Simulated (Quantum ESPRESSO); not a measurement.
The system is HPbNO4.

```
H Pb N O
1.0
     4.27531   -0.00040    0.00636
    -2.08399    5.20775   -0.04907
    -2.12377   -1.86574    4.91491
H Pb N O
1 1 1 4
Direct
  0.99073 0.03330 0.90994
  0.50274 0.81989 0.14287
  0.00838 0.47408 0.50265
  0.99816 0.92741 0.02877
  0.19467 0.73435 0.60852
  0.81673 0.35882 0.24556
  0.01381 0.33121 0.65217
```

The cell was built by a generator and needn't be a form met in nature.

Program: Quantum ESPRESSO 7.5. Alike in all runs: potentials or basis SG15 PBE 1.2; no spin polarisation; cell as given; cutoff (eV) 1197; smearing fermi-dirac 0.05 eV.

Task: Order these runs on this cell by their pressure, lowest first.
A. level LDA; k mesh 5 × 4 × 4; form of the LDA correlation PZ81; mesh quality not flagged
B. level PBE; k mesh 3 × 3 × 3; mesh quality coarse
C. level PBEsol; k mesh 5 × 4 × 4; mesh quality not flagged

Result: A (-3.3 GPa), C (-1.7 GPa), B (0.2 GPa).

Caveats: some runs use coarse meshes; the potentials were made for another functional, which shifts forces and pressure (some runs).
